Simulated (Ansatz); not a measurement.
**C2H4BN: ionisation energy by level of theory**

One table from this session's results is given with a row withheld; the runs are named, their logs left out.

Computed with Ansatz 0.2.0, Gaussian basis. Level: unrestricted cation, the program's frozen cores in correlated methods.

Plan: UKS PBE-D4/def2-TZVPP; UKS r2SCAN-D4/def2-TZVPP; UKS PBE0-D4/def2-TZVPP; UKS B3LYP-D4/def2-TZVPP; UKS wB97X-V/def2-TZVPP; UKS wB97M-V/def2-TZVPP; UKS B2PLYP/def2-TZVPP; UHF-CCSD(T)/def2-TZVPP; UHF-MP2/def2-QZVPP; extrapolation to the limit; then −ε(HOMO) from the neutral's earlier runs with LDA (SPW92), PBE-D4, revPBE-D4, BLYP-D4, r2SCAN-D4, B97M-V, PBE0-D4, B3LYP-D4, r2SCANh-D4, r2SCAN0-D4, HSE06-D4, BHLYP-D4, CAM-B3LYP-D4, LC-ωPBE, ωB97X-V, ωB97M-V.

### Structure used throughout

The geometry comes from an earlier relaxation with PBE0-D4 in a triple-zeta def2 set; it is a stationary point, not always the lowest conformer.

SMILES `CB1C=N1`, 8 atoms, charge 0, spin multiplicity 1.

Atoms are counted from 1 here; the program's logs count them from 0.

Bond lengths: C1–B2 1.543 Å, C1–H5 1.091 Å, C1–H6 1.092 Å, C1–H7 1.096 Å, B2–C3 1.446 Å, B2–N4 1.437 Å, C3–N4 1.301 Å, C3–H8 1.087 Å. Angles: B2–C1–H5 112.9°, B2–C1–H6 112.1°, B2–C1–H7 108.3°, H5–C1–H6 109.4°, H5–C1–H7 106.9°, H6–C1–H7 107.0°, C1–B2–C3 161.6°, C1–B2–N4 144.7°, C3–B2–N4 53.7°, B2–C3–N4 62.8°, B2–C3–H8 167.5°, N4–C3–H8 129.7°, B2–N4–C3 63.5°.

The first run:

in.yaml

```yaml
crystal:
  periodic: [false, false, false]
  atoms:
    - {symbol: C, position_ang: [0.218136, 1.193477, -0.196830]}
    - {symbol: B, position_ang: [-0.118436, -0.282366, 0.101141]}
    - {symbol: C, position_ang: [-0.019345, -1.722799, 0.184318]}
    - {symbol: N, position_ang: [-1.125632, -1.177425, 0.599235]}
    - {symbol: H, position_ang: [1.288673, 1.401150, -0.157421]}
    - {symbol: H, position_ang: [-0.308276, 1.877532, 0.472160]}
    - {symbol: H, position_ang: [-0.114024, 1.423458, -1.215608]}
    - {symbol: H, position_ang: [0.271003, -2.770126, 0.157104]}
basis:
  gaussian: {orbitals: def2-TZVPP}
total_charge: 1
magnetization: {spin_polarized: true, initial_magnetization: 1}
hamiltonian: {xc: pbe, dispersion: d4}
```

Started as:

```sh
$ ansatz run in.yaml --threads 2 --pin off --events-out ev --progress --plain --max-ram 4352MiB
```

Among the steps run: Cation, UKS PBE-D4/def2-TZVPP; Cation, UKS r2SCAN-D4/def2-TZVPP; Cation, UKS PBE0-D4/def2-TZVPP; Cation, UKS B3LYP-D4/def2-TZVPP; Cation, UKS wB97X-V/def2-TZVPP; Cation, UKS wB97M-V/def2-TZVPP; Cation, UKS B2PLYP (frozen core)/def2-TZVPP; Cation, UHF-CCSD(T)/def2-TZVPP; Cation, UHF-MP2/def2-QZVPP.

One table of the session follows, with a row left open; its other results are not shown here.

Orbital estimates, from the neutral's runs:

```
  functional  −ε(HOMO) (eV)
 LDA (SPW92)           5.83
      PBE-D4           5.70
   revPBE-D4           5.65
     BLYP-D4           5.62
   r2SCAN-D4           5.92
      B97M-V           6.00
     PBE0-D4           7.08
    B3LYP-D4           6.88
  r2SCANh-D4              ?
  r2SCAN0-D4           7.23
    HSE06-D4           6.67
    BHLYP-D4           8.41
CAM-B3LYP-D4           8.53
     LC-ωPBE           9.88
     ωB97X-V           9.51
     ωB97M-V           9.41
```

**Question.** Estimate the row for r2SCANh-D4.

Worked estimate for «−ε(HOMO) (eV)». Against the share of exact exchange, r2SCAN-D4 (0, 5.92), r2SCAN0-D4 (0.25, 7.23) give a slope of 5.24 per unit share; at 0.1 the line stands at 6.44.

As computed: −ε(HOMO) (eV): 6.44. In «−ε(HOMO) (eV)» the line misses by 0.00.
